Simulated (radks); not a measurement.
# Taking charge from the 4s level of Ge in fractions

Aim: follow energy and eigenvalue as charge leaves the 4s level of Ge bit by bit, and test Janak's theorem, Slater's transition state and the straight-line condition.

Program: radks (a radial shooting solver on a logarithmic mesh, Libxc functionals) version 1. Level of theory: scalar-relativistic Kohn-Sham, PBE, spin-polarised, spherical densities, finite nucleus; open shells are filled with parallel spins first. These are calculated values, not measurements, unless marked.

### 1 What is computed

| Quantity | Value |
| --- | --- |
| element | germanium (Z = 32) |
| charge | 0 |
| electrons | 32 |
| configuration | [Ar] 3d10 4s(up 1, down 1) 4p2 |
| nuclear rms radius | 4.0742 fm |

In the logs a row gives level, spin channel, occupation and eigenvalue; Etot, Ekin, Encl (electron-nucleus), Eh (Hartree) and Exc are energies, all in hartree; err is the last residual, it the number of iterations.

A shell typed twice in an input gives spin up, then spin down.

### 2 Start: [Ar] 3d10 4s(up 1, down 1) 4p2

Settings of this run:

```text
Z 32
configuration [Ar] 3d10 4s1 4s1 4p2
relativity scalar-relativistic
functional pbe,pbe
spin polarised
nucleus finite rms 4.0742 fm
c 137.035999084
```

What it wrote:

```text
1s      1   1.0000        -402.80262416
2s      1   1.0000         -50.40372782
2p      1   3.0000         -44.04410814
3s      1   1.0000          -6.18472325
3p      1   3.0000          -4.24208239
3d      1   5.0000          -1.07164963
4s      1   1.0000          -0.44941128
4p      1   2.0000          -0.16224120
1s      2   1.0000        -402.80059919
2s      2   1.0000         -50.40318468
2p      2   3.0000         -44.04256123
3s      2   1.0000          -6.18242098
3p      2   3.0000          -4.23931648
3d      2   5.0000          -1.06607442
4s      2   1.0000          -0.39538153
4p      2   0.0000          -0.10628586
Etot -2098.8478367626817
Ekin 2136.837432910037
Encl -5058.568163981741
Eh 902.416323127679
Exc -79.53342881865628
err 3.582059190454351e-09
it 17
```

The top filled level is 4p up, -4.415 eV.

From the orbitals of this run (lengths in bohr):

```csv
level,occupation,energy (eV),<r>,outermost maximum (interpolated),90 % within,nodes
3p up,3,-115.43,0.6472,0.543,0.995,1
3p down,3,-115.36,0.6469,0.543,0.994,1
3d up,5,-29.161,0.7389,0.504,1.26,0
3d down,5,-29.009,0.7342,0.504,1.24,0
4s up,1,-12.229,2.123,1.76,3.21,3
4s down,1,-10.759,2.108,1.73,3.20,3
4p up,2,-4.415,2.851,2.22,4.47,2
4p down,0,-2.892,2.939,2.20,4.68,2
```

The radial density on a logarithmic grid:

```csv
r (bohr),4πr²ρ (e/bohr)
0.00180,0.9652
0.00274,2.072
0.00416,4.249
0.00630,8.316
0.00963,15.33
0.0146,25.10
0.0221,35.08
0.0338,39.32
0.0513,34.72
0.0777,32.29
0.119,42.49
0.180,42.71
0.273,25.38
0.417,26.15
0.632,25.87
0.958,10.79
1.46,3.390
2.22,1.901
3.36,0.7323
5.14,0.1178
7.79,0.007028
```

### 3 0.25 electron removed from 4s

Settings of this run:

```text
Z 32
configuration [Ar] 3d10 4s1 4s0.75 4p2
relativity scalar-relativistic
functional pbe,pbe
spin polarised
nucleus finite rms 4.0742 fm
c 137.035999084
```

What it wrote:

```text
1s      1   1.0000        -402.89413279
2s      1   1.0000         -50.49399608
2p      1   3.0000         -44.13450332
3s      1   1.0000          -6.27590921
3p      1   3.0000          -4.33333844
3d      1   5.0000          -1.16293125
4s      1   1.0000          -0.53263920
4p      1   2.0000          -0.23519957
1s      2   1.0000        -402.89130044
2s      2   1.0000         -50.49312643
2p      2   3.0000         -44.13246704
3s      2   1.0000          -6.27255684
3p      2   3.0000          -4.32929174
3d      2   5.0000          -1.15490544
4s      2   0.7500          -0.46530170
4p      2   0.0000          -0.16766989
Etot -2098.740347178265
Ekin 2136.733599735816
Encl -5055.575962490249
Eh 899.5818549971391
Exc -79.47983942097066
err 1.6947535234300278e-09
it 18
```

E − E(step 2, start: [Ar] 3d10 4s(up 1, down 1) 4p2) = +2.925 eV. The top filled level is 4p up, -6.400 eV.

### 4 0.5 electron removed from 4s

Settings of this run:

```text
Z 32
configuration [Ar] 3d10 4s1 4s0.5 4p2
relativity scalar-relativistic
functional pbe,pbe
spin polarised
nucleus finite rms 4.0742 fm
c 137.035999084
```

What it wrote:

```text
1s      1   1.0000        -402.99095065
2s      1   1.0000         -50.58941194
2p      1   3.0000         -44.23005896
3s      1   1.0000          -6.37228982
3p      1   3.0000          -4.42979105
3d      1   5.0000          -1.25936479
4s      1   1.0000          -0.61978014
4p      1   2.0000          -0.31232930
1s      2   1.0000        -402.98728337
2s      2   1.0000         -50.58820273
2p      2   3.0000         -44.22751995
3s      2   1.0000          -6.36779837
3p      2   3.0000          -4.42434460
3d      2   5.0000          -1.24871129
4s      2   0.5000          -0.53915594
4p      2   0.0000          -0.23260038
Etot -2098.614882788963
Ekin 2136.612241974867
Encl -5052.409367533279
Eh 896.6067863479389
Exc -79.42454357849017
err 3.1384210494924576e-09
it 18
```

Energy against step 2 (start: [Ar] 3d10 4s(up 1, down 1) 4p2): +6.339 eV. Highest occupied level: 4p up at -8.499 eV.

### 5 0.75 electron removed from 4s

Settings of this run:

```text
Z 32
configuration [Ar] 3d10 4s1 4s0.25 4p2
relativity scalar-relativistic
functional pbe,pbe
spin polarised
nucleus finite rms 4.0742 fm
c 137.035999084
```

What it wrote:

```text
1s      1   1.0000        -403.09248347
2s      1   1.0000         -50.68939419
2p      1   3.0000         -44.33019226
3s      1   1.0000          -6.47326478
3p      1   3.0000          -4.53083795
3d      1   5.0000          -1.36034461
4s      1   1.0000          -0.71025902
4p      1   2.0000          -0.39298070
1s      2   1.0000        -403.08794833
2s      2   1.0000         -50.68782214
2p      2   3.0000         -44.32712763
3s      2   1.0000          -6.46751105
3p      2   3.0000          -4.52383258
3d      2   5.0000          -1.34686391
4s      2   0.2500          -0.61704568
4p      2   0.0000          -0.30071714
Etot -2098.470457203286
Ekin 2136.4723358246997
Encl -5049.087036530424
Eh 893.5123376954916
Exc -79.36809419305382
err 1.0948486858081036e-09
it 18
```

E − E(step 2, start: [Ar] 3d10 4s(up 1, down 1) 4p2) = +10.269 eV. Highest occupied level: 4p up at -10.694 eV.

### 6 1 electron removed from 4s

Settings of this run:

```text
Z 32
configuration [Ar] 3d10 4s1 4s0 4p2
relativity scalar-relativistic
functional pbe,pbe
spin polarised
nucleus finite rms 4.0742 fm
c 137.035999084
```

What it wrote:

```text
1s      1   1.0000        -403.19830668
2s      1   1.0000         -50.79351146
2p      1   3.0000         -44.43447353
3s      1   1.0000          -6.57839416
3p      1   3.0000          -4.63604142
3d      1   5.0000          -1.46544715
4s      1   1.0000          -0.80376563
4p      1   2.0000          -0.47673865
1s      2   1.0000        -403.19286352
2s      2   1.0000         -50.79155377
2p      2   3.0000         -44.43085806
3s      2   1.0000          -6.57124667
3p      2   3.0000          -4.62731217
3d      2   5.0000          -1.44894654
4s      2   0.0000          -0.69309401
4p      2   0.0000          -0.35981217
Etot -2098.3063198048203
Ekin 2136.3131711567785
Encl -5045.622170264404
Eh 890.3137540821341
Exc -79.31107477932841
err 1.7309028775843686e-09
it 18
```

E − E(step 2, start: [Ar] 3d10 4s(up 1, down 1) 4p2) = +14.735 eV. 4p up is the highest filled level (-12.973 eV).

### 7 What came out

```csv
removed (e),E − E(0) (eV),eigenvalue (eV),E minus straight line (eV)
0,0.000,-10.759,0.000
0.25,2.925,-12.662,-0.759
0.5,6.339,-14.671,-1.029
0.75,10.269,-16.791,-0.783
1,14.735,-18.860,0.000
```

Removing the whole electron costs 14.735 eV, against 10.759 eV from minus the starting eigenvalue. Slater's transition state, half an electron removed, gives 14.671 eV. The trapezoid integral of minus the eigenvalue gives 14.733 eV over the range, against 14.735 eV from the energies (Janak's theorem; approximate here, since the scalar-relativistic density holds large components alone). The eigenvalue moves by 8.10 eV per electron. E bends below the straight line by 1.03 eV at 0.5 electron removed.
